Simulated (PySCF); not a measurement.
# Au3 (Au3): the cost of one run

Method: TPSS, Au def2-SVP with ECP60; scalar-relativistic core potentials, no spin–orbit coupling; program: PySCF 2.14.0.

3 further runs of the same task are left out: 2 for a known fault of the program, 1 set aside as unsound or not needed.

## 1. Starting geometry

3 atoms, charge 0, spin multiplicity 2.

Bond lengths: Au1–Au2 2.633 Å, Au1–Au3 2.632 Å. Angles: Au2–Au1–Au3 67.2°.

Coordinates:

```xyz
3

Au    1.4619    0.0041    0.0000
Au   -0.7355    1.4551    0.0000
Au   -0.7264   -1.4592    0.0000
```

An earlier session relaxed this geometry at TPSS, Au def2-SVP with ECP60 (doublet, point group C2v).

Its energy there is -407.122279 Eh.

## 2. Multiplicity 4 at the relaxed geometry

run.py (the lines that set the calculation)

```python
mol = gto.M(atom='''
Au     1.46188     0.00407     0.00000
Au    -0.73549     1.45514     0.00000
Au    -0.72640    -1.45921     0.00000''',
    basis={'Au': 'def2-SVP'},
    ecp={'Au': 'def2-SVP'},
    charge=0, spin=3)
mf = dft.UKS(mol, xc='TPSS')
mf.grids.atom_grid = (50, 194)
mf = mf.density_fit()  # fitting sets: Au def2-universal-JKFIT
mf.conv_tol = 1e-08; mf.max_cycle = 55
mf.kernel(dm0)  # dm0: free metal ions and neutral atoms
```

On the command line:

```console
OMP_NUM_THREADS=2 python run.py
```

**Question.** How long does this run take on 2 threads of Arm Neoverse V2, shared host?

About 2.8 s.
